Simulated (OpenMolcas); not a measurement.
# Os⁴⁺ among point charges: CASSCF and CASPT2 levels and susceptibility, part 2 of 2

Aim: the splitting of the states of Os⁴⁺ in the field of 4 point charges, its lowest levels with spin-orbit coupling and its magnetic susceptibility.

OpenMolcas 26.06; ANO-RCC-VDZP, DKH2, active space 4 electrons in 5 orbitals (5d), orbitals: per spin and parity. Surroundings: 4 point charges of -2 e arranged as a tetrahedron (Td), 2.1 Å from the ion. The steps go on from the part before.

**7. CASPT2: IPEA 0.25, imaginary shift 0.1 (closed shells correlated: 4f 5s 5p)**

Input file a.inp:

```
>>> COPY JOB001 $Project.JobIph
&CASPT2
Multistate=5 1 2 3 4 5
NoMult
Frozen=23
IPEA=0.25
Imaginary=0.1
MaxIter=60
WThr=0.0 0.3 0.05
PrWF=0.5
NoMix
>>> COPY JOB002 $Project.JobIph
&CASPT2
Multistate=45 1 2 3 4 5 6 7 8 9 10 11 12 13 14 15 16 17 18 19 20 21 22
23 24 25 26 27 28 29 30 31 32 33 34 35 36 37 38 39 40 41 42 43 44 45
NoMult
Frozen=23
IPEA=0.25
Imaginary=0.1
MaxIter=60
WThr=0.0 0.3 0.05
PrWF=0.5
NoMix
>>> COPY JOB003 $Project.JobIph
&CASPT2
Multistate=50 1 2 3 4 5 6 7 8 9 10 11 12 13 14 15 16 17 18 19 20 21 22
23 24 25 26 27 28 29 30 31 32 33 34 35 36 37 38 39 40 41 42 43 44 45 46
47 48 49 50
NoMult
Frozen=23
IPEA=0.25
Imaginary=0.1
MaxIter=60
WThr=0.0 0.3 0.05
PrWF=0.5
NoMix
```

What it wrote:

```text
Orbital specifications:
      -----------------------

      Symmetry species                           1
                                                 a
      Frozen orbitals                           23
      Inactive orbitals                         11
      Active orbitals                            5
      Secondary orbitals                        29
      Deleted orbitals                           0
      Number of basis functions                 68
Type of calculation                        SS-CASPT2
      Fock operator                              state-specific
      IPEA shift                                 0.25
      Real shift                                 0.00
      Imaginary shift                            0.10
      The input orbitals will be transformed to quasi-canonical
Reference energy:      -17242.3543620044
      E2 (Non-variational):      -0.6782541289
      Shift correction:          -0.0000943885
      E2 (Variational):          -0.6783485173
      Total energy:          -17243.0327105218
      Residual norm:              0.0000001717
      Reference weight:           0.93675
      Contributions to the CASPT2 correlation energy
      Active & Virtual Only:         -0.0217272741
      One Inactive Excited:          -0.1501043107
      Two Inactive Excited:          -0.5064225441
Reference energy:      -17242.3543620044
      E2 (Non-variational):      -0.6782566681
      Shift correction:          -0.0000943875
      E2 (Variational):          -0.6783510556
      Total energy:          -17243.0327130600
      Residual norm:              0.0000001714
      Reference weight:           0.93675
      Contributions to the CASPT2 correlation energy
      Active & Virtual Only:         -0.0217263424
      One Inactive Excited:          -0.1501020880
      Two Inactive Excited:          -0.5064282377
::    CASPT2 Root  1     Total energy: -17243.03271052
::    CASPT2 Root  2     Total energy: -17243.03271306
::    CASPT2 Root  3     Total energy: -17243.03266123
::    CASPT2 Root  4     Total energy: -17243.01669445
::    CASPT2 Root  5     Total energy: -17243.01666714
Orbital specifications:
      -----------------------

      Symmetry species                           1
                                                 a
      Frozen orbitals                           23
      Inactive orbitals                         11
      Active orbitals                            5
      Secondary orbitals                        29
      Deleted orbitals                           0
      Number of basis functions                 68
Type of calculation                        SS-CASPT2
      Fock operator                              state-specific
      IPEA shift                                 0.25
      Real shift                                 0.00
      Imaginary shift                            0.10
      The input orbitals will be transformed to quasi-canonical
Reference energy:      -17242.2831150319
      E2 (Non-variational):      -0.6795737596
      Shift correction:          -0.0001087813
      E2 (Variational):          -0.6796825409
      Total energy:          -17242.9627975728
      Residual norm:              0.0000000511
      Reference weight:           0.93580
      Contributions to the CASPT2 correlation energy
      Active & Virtual Only:         -0.0241090775
      One Inactive Excited:          -0.1481438875
      Two Inactive Excited:          -0.5073207946
Reference energy:      -17242.2831150319
      E2 (Non-variational):      -0.6798907701
      Shift correction:          -0.0001113376
      E2 (Variational):          -0.6800021077
      Total energy:          -17242.9631171397
      Residual norm:              0.0000000559
      Reference weight:           0.93561
      Contributions to the CASPT2 correlation energy
      Active & Virtual Only:         -0.0242391918
      One Inactive Excited:          -0.1482565819
      Two Inactive Excited:          -0.5073949964
::    CASPT2 Root  1     Total energy: -17242.96279757
::    CASPT2 Root  2     Total energy: -17242.96311714
::    CASPT2 Root  3     Total energy: -17242.96339875
::    CASPT2 Root  4     Total energy: -17242.95627219
::    CASPT2 Root  5     Total energy: -17242.95655309
::    CASPT2 Root  6     Total energy: -17242.95657789
::    CASPT2 Root  7     Total energy: -17242.95212784
::    CASPT2 Root  8     Total energy: -17242.95113489
::    CASPT2 Root  9     Total energy: -17242.95212866
::    CASPT2 Root 10     Total energy: -17242.94562599
::    CASPT2 Root 11     Total energy: -17242.94543570
::    CASPT2 Root 12     Total energy: -17242.94546547
::    CASPT2 Root 13     Total energy: -17242.94545351
::    CASPT2 Root 14     Total energy: -17242.94546494
::    CASPT2 Root 15     Total energy: -17242.94615330
::    CASPT2 Root 16     Total energy: -17242.94670377
::    CASPT2 Root 17     Total energy: -17242.94664995
::    CASPT2 Root 18     Total energy: -17242.93457191
::    CASPT2 Root 19     Total energy: -17242.93445166
::    CASPT2 Root 20     Total energy: -17242.93454865
::    CASPT2 Root 21     Total energy: -17242.93638676
::    CASPT2 Root 22     Total energy: -17242.93636345
::    CASPT2 Root 23     Total energy: -17242.93639783
::    CASPT2 Root 24     Total energy: -17242.93571182
::    CASPT2 Root 25     Total energy: -17242.93142633
::    CASPT2 Root 26     Total energy: -17242.93111462
::    CASPT2 Root 27     Total energy: -17242.92364687
::    CASPT2 Root 28     Total energy: -17242.91975334
::    CASPT2 Root 29     Total energy: -17242.91977114
::    CASPT2 Root 30     Total energy: -17242.91958671
Orbital specifications:
      -----------------------

      Symmetry species                           1
                                                 a
      Frozen orbitals                           23
      Inactive orbitals                         11
      Active orbitals                            5
      Secondary orbitals                        29
      Deleted orbitals                           0
      Number of basis functions                 68
Type of calculation                        SS-CASPT2
      Fock operator                              state-specific
      IPEA shift                                 0.25
      Real shift                                 0.00
      Imaginary shift                            0.10
      The input orbitals will be transformed to quasi-canonical
Reference energy:      -17242.2570015447
      E2 (Non-variational):      -0.6780785928
      Shift correction:          -0.0000927800
      E2 (Variational):          -0.6781713728
      Total energy:          -17242.9351729176
      Residual norm:              0.0000002988
      Reference weight:           0.93723
      Contributions to the CASPT2 correlation energy
      Active & Virtual Only:         -0.0236239129
      One Inactive Excited:          -0.1470584129
      Two Inactive Excited:          -0.5073962670
Reference energy:      -17242.2461562668
      E2 (Non-variational):      -0.6800056043
      Shift correction:          -0.0000967960
      E2 (Variational):          -0.6801024003
      Total energy:          -17242.9262586671
      Residual norm:              0.0000006072
      Reference weight:           0.93644
      Contributions to the CASPT2 correlation energy
      Active & Virtual Only:         -0.0227355059
      One Inactive Excited:          -0.1510507074
      Two Inactive Excited:          -0.5062193910
::    CASPT2 Root  1     Total energy: -17242.93517292
::    CASPT2 Root  2     Total energy: -17242.92625867
::    CASPT2 Root  3     Total energy: -17242.92692104
::    CASPT2 Root  4     Total energy: -17242.92684544
::    CASPT2 Root  5     Total energy: -17242.91752964
::    CASPT2 Root  6     Total energy: -17242.91742964
::    CASPT2 Root  7     Total energy: -17242.91740584
::    CASPT2 Root  8     Total energy: -17242.91301980
::    CASPT2 Root  9     Total energy: -17242.91287837
::    CASPT2 Root 10     Total energy: -17242.91157535
::    CASPT2 Root 11     Total energy: -17242.90596886
::    CASPT2 Root 12     Total energy: -17242.90619193
::    CASPT2 Root 13     Total energy: -17242.90625497
::    CASPT2 Root 14     Total energy: -17242.90522449
::    CASPT2 Root 15     Total energy: -17242.90674421
::    CASPT2 Root 16     Total energy: -17242.90697354
::    CASPT2 Root 17     Total energy: -17242.90685512
::    CASPT2 Root 18     Total energy: -17242.89750913
::    CASPT2 Root 19     Total energy: -17242.89734609
::    CASPT2 Root 20     Total energy: -17242.89495274
::    CASPT2 Root 21     Total energy: -17242.89485477
::    CASPT2 Root 22     Total energy: -17242.89501421
::    CASPT2 Root 23     Total energy: -17242.89378823
::    CASPT2 Root 24     Total energy: -17242.89440105
::    CASPT2 Root 25     Total energy: -17242.89393337
::    CASPT2 Root 26     Total energy: -17242.88707231
::    CASPT2 Root 27     Total energy: -17242.87727748
::    CASPT2 Root 28     Total energy: -17242.87731842
::    CASPT2 Root 29     Total energy: -17242.86878332
::    CASPT2 Root 30     Total energy: -17242.86322299
```

This run: 36 s of run time, 1 thread of Arm Neoverse V1, shared host.

SS-CASPT2: lowest energy less the reference's lowest, -0.6783 hartree; reference weights 0.921 to 0.937.

Spin-free states, with their symmetry labels:

```tsv
state	degeneracy	E (cm-1)	free-ion L (%)
5T2	3	0	D (100)
5E	2	3515	D (100)
3T1	3	15273	H (68)
3T2	3	16730	H (82)
3T1	3	17755	H (68)
3T1	3	18917	P (63)
3E	2	19130	H (88)
3T2	3	19146	G (68)
3T2	3	21138	F (67)
3A2	1	21285	F (100)
1A1	1	21404	I (51)
3T1	3	21546	H (37)
3E	2	22260	G (86)
1T1	3	23269	I (69)
3A1	1	23933	G (100)
3T1	3	24799	G (54)
1T2	3	25292	I (96)
3T2	3	25710	D (95)
1E	2	26281	G (61)
1A1	1	26583	I (47)
1T1	3	27618	G (69)
1T2	3	27776	I (80)
3E	2	27892	D (97)
1A2	1	27977	I (98)
```

With spin-orbit coupling:

```
E (cm-1)  Degeneracy  Label  2S+1
       0           1     A1     5
    4680           3     T1     5
    8290           3     T2     5
    9280           2      E     5
   11300           3     T1     5
   12260           3     T2     5
   13980           1     A2     5
   14750           3     T2     5
   14780           2      E     5
   14990           1     A1     5
   15010           3     T1     5
   19250           1     A1     3
   22110           2      E     3
   22210           3     T1     3
   22860           3     T2     3
   23530           1     A1     3
   24500           1     A2     3
   25880           3     T2     3
   26090           3     T1     3
   27110           3     T2     3
   27120           3     T1     3
   27270           2      E     3
   28570           3     T2     3
   28640           3     T1     3
```

Powder χT (cm³ K/mol): 0.00 at 2 K, 0.00 at 5 K, 0.00 at 10 K, 0.00 at 20 K, 0.01 at 50 K, 0.02 at 100 K, 0.03 at 150 K, 0.04 at 200 K, 0.05 at 250 K, 0.06 at 300 K.

**8. The methods side by side**

A. CASSCF
B. SS-CASPT2, IPEA 0.25, imaginary shift 0.1 (closed shells correlated: 4f 5s 5p)

```tsv
method	ground state	first state of that spin (cm-1)	first gap with spin-orbit (cm-1)	χT at 300 K
A	5T2	5E 3298	4378.9	0.06
B	5T2	5E 3515	4680.5	0.06
```

**9. Summary of results**

This closing draws on all 2 parts.

| quantity | value |
| --- | --- |
| method | SS-CASPT2, IPEA 0.25, imaginary shift 0.1 (closed shells correlated: 4f 5s 5p) |
| spin-free ground state | 5T2, 3-fold in its orbital part |
| first state of the same spin within the active space | 5E at 3510 cm⁻¹ |
| lowest level | 1-fold A1 |
| next level | 4680.5 cm⁻¹ |
| χT at 300 K | 0.06 cm³ K/mol |
| effective moment at 300 K | 0.67 μB |

Cost by method:

```tsv
method	time of its own steps	time with the reference
A. CASSCF	28 s	28 s
B. SS-CASPT2, IPEA 0.25, imaginary shift 0.1, +4f 5s 5p	36 s	64 s
```

Times are of one thread on a shared host.

In words: The spin-free ground state (5T2) comes to 100 % from free-ion D terms and keeps the highest spin of the shell. χT at 300 K is 0.06, against 3.01 cm³ K/mol for the spin alone, so spin-orbit coupling lowers it. An active space of the d shell alone favours high spin; real ions in strong fields can be low spin. CASPT2 does not keep the components of a term degenerate, and the means are used. The field of point charges can differ much from that of real complexes. This is an electrostatic model: the charges have no orbitals.
